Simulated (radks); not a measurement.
# Excited configurations of B

An exercise on one series of results from a longer session: the logs are not shown, and one member is left open.

Method: Dirac Kohn-Sham, PBE, spin-unpolarised, spherical densities, point nucleus; open shells fill j = l - 1/2 first. Code: radks (a radial shooting solver on a logarithmic mesh, Libxc functionals) version 1.

### The atom as given

| Property | Result |
| --- | --- |
| element | boron (Z = 5) |
| charge | 0 |
| electrons | 5 |
| configuration | [He] 2s2 2p1 |

Set-up of the first run:

The run's settings:

```text
Z 5
configuration [He] 2s2 2p1
relativity Dirac
functional pbe,pbe
spin unpolarised
j_filling energy
nucleus point
c 137.035999084
```

Among the steps run: Ground configuration: [He] 2s2 2p1.

One of the session's tables, all rows but one given; the rest of the session is left out.

Radial moments (bohr):

| level | <r> | outermost maximum (interpolated) | 90 % within |
| --- | --- | --- | --- |
| 1s1/2 | 0.3294 | 0.210 | 0.593 |
| 2s1/2 | ? | ? | ? |
| 2p1/2 | 2.301 | 1.58 | 3.97 |
| 2p3/2 | 2.302 | 1.58 | 3.98 |

Estimate the missing values for 2s1/2.

The run gave: <r>: 1.952; outermost maximum (interpolated): 1.52; 90 % within: 3.11. In the column «<r>» it lies between 1s1/2 (0.3294) and 2p1/2 (2.301).

Limits of these values: Spin polarisation and multiplet splitting are left out, so open shells lie too high by an amount that depends on their filling.
